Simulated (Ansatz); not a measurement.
**C₂H₉GaS: up Jacob's ladder to CCSD(T)**

One table from this session's results is given with a row withheld; the runs are named, their logs left out.

Method: functionals in def2-TZVPP, the program's frozen cores in correlated methods; program: Ansatz 0.2.0, Gaussian basis.

The runs, in order: LDA (SPW92), PBE-D4, revPBE-D4, BLYP-D4, r2SCAN-D4, B97M-V, PBE0-D4, B3LYP-D4, r2SCANh-D4, r2SCAN0-D4, HSE06-D4, BHLYP-D4, CAM-B3LYP-D4, LC-ωPBE, ωB97X-V, ωB97M-V, B2PLYP, PBE-QIDH; CCSD(T)/def2-SVP; CCSD(T)/def2-TZVPP; MP2/def2-QZVPP; extrapolation to the limit; RPA on PBE.

### The relaxed structure

All runs share one geometry, relaxed beforehand with PBE0-D4 in a triple-zeta def2 set.

SMILES `C[S+](C)[GaH3-]`, 13 atoms, charge 0, spin multiplicity 1.

Atoms are counted from 1 here; the program's logs count them from 0.

Bond lengths: C1–S2 1.794 Å, C1–H5 1.090 Å, C1–H6 1.091 Å, C1–H7 1.090 Å, S2–C3 1.794 Å, S2–Ga4 2.483 Å, C3–H8 1.091 Å, C3–H9 1.090 Å, C3–H10 1.090 Å, Ga4–H11 1.587 Å, Ga4–H12 1.577 Å, Ga4–H13 1.577 Å. Angles: S2–C1–H5 110.0°, S2–C1–H6 110.0°, S2–C1–H7 107.0°, H5–C1–H6 110.9°, H5–C1–H7 109.5°, H6–C1–H7 109.3°, C1–S2–C3 100.5°, C1–S2–Ga4 100.1°, C3–S2–Ga4 100.1°, S2–C3–H8 110.0°, S2–C3–H9 110.0°, S2–C3–H10 107.0°, H8–C3–H9 110.9°, H8–C3–H10 109.3°, H9–C3–H10 109.5°, S2–Ga4–H11 95.0°, S2–Ga4–H12 98.8°, S2–Ga4–H13 98.8° and more.

Set-up of the first run:

in.yaml

```yaml
crystal:
  periodic: [false, false, false]
  atoms:
    - {symbol: C, position_ang: [-0.285543, 1.592045, -0.450092]}
    - {symbol: S, position_ang: [0.414259, -0.001747, -0.885329]}
    - {symbol: C, position_ang: [1.616160, -0.201128, 0.431853]}
    - {symbol: Ga, position_ang: [-1.384758, -1.505147, -0.067397]}
    - {symbol: H, position_ang: [0.471944, 2.370272, -0.545279]}
    - {symbol: H, position_ang: [-0.685533, 1.559166, 0.563979]}
    - {symbol: H, position_ang: [-1.096614, 1.785626, -1.151701]}
    - {symbol: H, position_ang: [1.119760, -0.145628, 1.401422]}
    - {symbol: H, position_ang: [2.391616, 0.560428, 0.346913]}
    - {symbol: H, position_ang: [2.061005, -1.188451, 0.310059]}
    - {symbol: H, position_ang: [-1.450900, -0.863631, 1.382727]}
    - {symbol: H, position_ang: [-2.513869, -1.111906, -1.096013]}
    - {symbol: H, position_ang: [-0.637126, -2.884599, -0.226442]}
basis:
  gaussian: {orbitals: def2-TZVPP}
hamiltonian: {xc: lda}
output: {orbitals: {seedname: orbitals}}
```

Started as:

```bash
> ansatz run in.yaml --threads 4 --pin off --events-out ev --progress --plain --max-ram 10444MiB
```

Steps of the session up to this table: LDA; PBE-D4 (GGA); revPBE-D4 (GGA); BLYP-D4 (GGA); r2SCAN-D4 (meta-GGA); B97M-V (meta-GGA); PBE0-D4 (hybrid); B3LYP-D4 (hybrid); r2SCANh-D4 (hybrid); r2SCAN0-D4 (hybrid); HSE06-D4 (hybrid); BHLYP-D4 (hybrid); CAM-B3LYP-D4 (range-separated); LC-ωPBE (range-separated); ωB97X-V (range-separated); ωB97M-V (range-separated); B2PLYP (double hybrid); PBE-QIDH (double hybrid).

One table of the session follows, with a row left open; its other results are not shown here.

It belongs to the step «Frontier levels by functional». 

| functional | HOMO (eV) | gap (eV) |
| --- | --- | --- |
| LDA (SPW92) | -6.49 | 5.53 |
| PBE-D4 | -6.40 | 5.61 |
| revPBE-D4 | -6.36 | 5.65 |
| BLYP-D4 | -6.30 | 5.62 |
| r2SCAN-D4 | -6.70 | 6.21 |
| B97M-V | -6.81 | 6.24 |
| PBE0-D4 | -7.62 | 7.83 |
| B3LYP-D4 | -7.44 | 7.38 |
| r2SCANh-D4 | -7.15 | 7.02 |
| r2SCAN0-D4 | -7.82 | 8.22 |
| HSE06-D4 | ? | ? |
| BHLYP-D4 | -8.79 | 9.82 |
| CAM-B3LYP-D4 | -9.01 | 10.18 |
| LC-ωPBE | -10.38 | 12.69 |
| ωB97X-V | -10.04 | 12.20 |
| ωB97M-V | -9.86 | 11.72 |

Q: Estimate the row for HSE06-D4 from the others.

**Answer.** HOMO (eV): -7.22; gap (eV): 7.05. In the column «HOMO (eV)» it lies between B3LYP-D4 (-7.44) and r2SCANh-D4 (-7.15).
